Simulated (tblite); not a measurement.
# C3H8F2Si2: the cost of one run

Computed with tblite 0.8.0 and PySCF 2.14.0, with density-fitted response routines of our own, on a single molecule in the gas phase. Atoms count from 0, in the outputs and in this text.

### 1 The molecule as given

15 atoms, charge 0, multiplicity 1; geometry from: force field or distance geometry start.

Bonds of the start (Å): F0–C1 1.38, C1–F2 1.40, C1–Si3 1.84, Si3–C4 1.86, C4–Si5 1.88, Si5–C6 1.88, C6–Si3 1.88, C1–H7 1.12, Si3–H8 1.44, C4–H9 1.12, C4–H10 1.09, Si5–H11 1.46, Si5–H12 1.48, C6–H13 1.10, C6–H14 1.10.

### 2 Relaxing the molecule with GFN2-xTB

What the job is given:

```
{"job": {"kind": "relax", "xc": "GFN2-xTB", "basis": "xTB"}, "charge": 0, "multiplicity": 1}
F      1.752200    -0.298200     1.787600
C      1.971800    -0.172200     0.430600
F      3.151300     0.551400     0.244000
Si     0.560600     0.518400    -0.530900
C     -0.858400     1.201500     0.449400
Si    -1.563800    -0.542100     0.445400
C     -0.631300    -0.780800    -1.172100
H      2.206000    -1.187900     0.034300
H      1.002400     1.413700    -1.570700
H     -1.554600     1.826800    -0.167400
H     -0.654600     1.560000     1.454500
H     -3.015200    -0.601700     0.331600
H     -0.968300    -1.321100     1.547900
H     -0.208400    -1.793500    -1.286500
H     -1.194100    -0.366100    -2.019600
```

On the command line:

```console
$ OMP_NUM_THREADS=1 python probes_run.py task.json out
```

One launch serves the whole session: the jobs run in the order shown.

Q: Estimate the wall time and peak memory of this first job on 1 thread of Arm Neoverse N1, shared host.

About 1.4 s, with a peak of 0.18 GiB.
